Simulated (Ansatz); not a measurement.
**CH₃AlCl₂: basis-set convergence**

The task here is to estimate one member of a computed series from the others.

The runs use Ansatz 0.2.0, Gaussian basis; one geometry, several basis sets.

Plan: PBE0-D4/def2-SVP; ωB97M-V/def2-SVP; PBE0-D4/def2-QZVPP; ωB97M-V/def2-QZVPP; the functionals' def2-TZVPP values are taken from earlier runs.

### Structure used throughout

An earlier PBE0-D4 in a triple-zeta def2 set relaxation fixed the geometry.

SMILES `[CH3][Al]([Cl])[Cl]`, 7 atoms, charge 0, spin multiplicity 1.

Atoms are counted from 1 here; the program's logs count them from 0.

Bond lengths: C1–Al2 1.928 Å, C1–H5 1.091 Å, C1–H6 1.094 Å, C1–H7 1.094 Å, Al2–Cl3 2.090 Å, Al2–Cl4 2.090 Å. Angles: Al2–C1–H5 111.8°, Al2–C1–H6 110.4°, Al2–C1–H7 110.4°, H5–C1–H6 108.6°, H5–C1–H7 108.6°, H6–C1–H7 106.9°, C1–Al2–Cl3 121.2°, C1–Al2–Cl4 122.3°, Cl3–Al2–Cl4 116.5°.

Set-up of the first run:

in.yaml reads:

```yaml
crystal:
  periodic: [false, false, false]
  atoms:
    - {symbol: C, position_ang: [-0.174130, 0.933582, -0.165960]}
    - {symbol: Al, position_ang: [0.173824, -0.938317, 0.139961]}
    - {symbol: Cl, position_ang: [1.788760, -1.562700, 1.311004]}
    - {symbol: Cl, position_ang: [-1.027122, -2.444756, -0.670400]}
    - {symbol: H, position_ang: [-1.052790, 1.084405, -0.795386]}
    - {symbol: H, position_ang: [-0.332683, 1.452459, 0.783615]}
    - {symbol: H, position_ang: [0.685342, 1.407429, -0.648535]}
basis:
  gaussian: {orbitals: def2-SVP}
hamiltonian: {xc: pbe0, dispersion: d4}
output: {orbitals: {seedname: orbitals}}
```

The run is started by

```sh
ansatz run in.yaml --threads 4 --pin off --events-out ev --progress --plain --max-ram 10444MiB
```

Among the steps run: PBE0-D4 in def2-SVP; ωB97M-V in def2-SVP; PBE0-D4 in def2-QZVPP; ωB97M-V in def2-QZVPP.

One table of the session follows, with a row left open; its other results are not shown here.

It belongs to the step «Density functionals: the series». 

| functional | basis | HOMO (eV) |
| --- | --- | --- |
| PBE0-D4 | def2-SVP | -8.79 |
| PBE0-D4 | def2-TZVPP | -8.87 |
| PBE0-D4 | def2-QZVPP | -8.89 |
| ωB97M-V | def2-SVP | ? |
| ωB97M-V | def2-TZVPP | -11.07 |
| ωB97M-V | def2-QZVPP | -11.10 |

Estimate the missing values for ωB97M-V, def2-SVP.

The run gave: HOMO (eV): -10.96. In the column «HOMO (eV)» it lies between ωB97M-V, def2-TZVPP (-11.07) and PBE0-D4, def2-QZVPP (-8.89).
